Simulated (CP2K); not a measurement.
The system is NbTe.

```xyz
2
Lattice="3.7030 0.0000 0.0000 -1.8515 3.2069 0.0000 0.0000 0.0000 3.6942" Properties=species:S:1:pos:R:3 pbc="T T T"
Te    1.8515    1.0690    0.0000
Nb    0.0000    0.0000    1.8471
```

The cell comes from a database or a generator and needn't be the stable form of this composition.

```yaml
Program: CP2K 2026.2
Task: single point
Functional: PBEsol
Potentials_or_basis: POTENTIAL_UZH Te GTH-PBE-q6, Nb GTH-PBE-q13; TZVP-MOLOPT-PBE-GTH basis
Density_cutoff: 6123 eV
k_mesh: 8 × 8 × 7
Occupations: fermi-dirac, width 0.05 eV
Spin: no spin polarisation
```

On this cell: pressure -1.6 GPa; largest force under 0.003 eV/Å; band gap on the k mesh none (metal or under the smearing width).

The same run follows on a disturbed copy (atoms moved at random, drawn with an rms of 0.05 Å):

```xyz
2
Lattice="3.7030 0.0000 0.0000 -1.8515 3.2069 0.0000 0.0000 0.0000 3.6942" Properties=species:S:1:pos:R:3 pbc="T T T"
Te    1.8537    1.0567   -0.0208
Nb    0.0075   -0.0087    1.8724
```

Q: What does the disturbed cell give?

A: The energy (extrapolated to zero smearing) moves by +5.5 meV/atom; pressure -1.5 GPa; largest force 0.475 eV/Å; band gap on the k mesh none (metal or under the smearing width).

Forces on the atoms (eV/Å):
```
Te   0.053  0.036  0.470
Nb  -0.054 -0.036 -0.471
```

Stress tensor (GPa, compression positive):
```
-1.59  0.13  0.04
 0.13 -1.77  0.02
 0.04  0.02 -1.13
```

Caveats: the potentials were made for another functional, which shifts forces and pressure; the basis of atomic orbitals isn't converged, which shifts pressures, moduli and gaps.
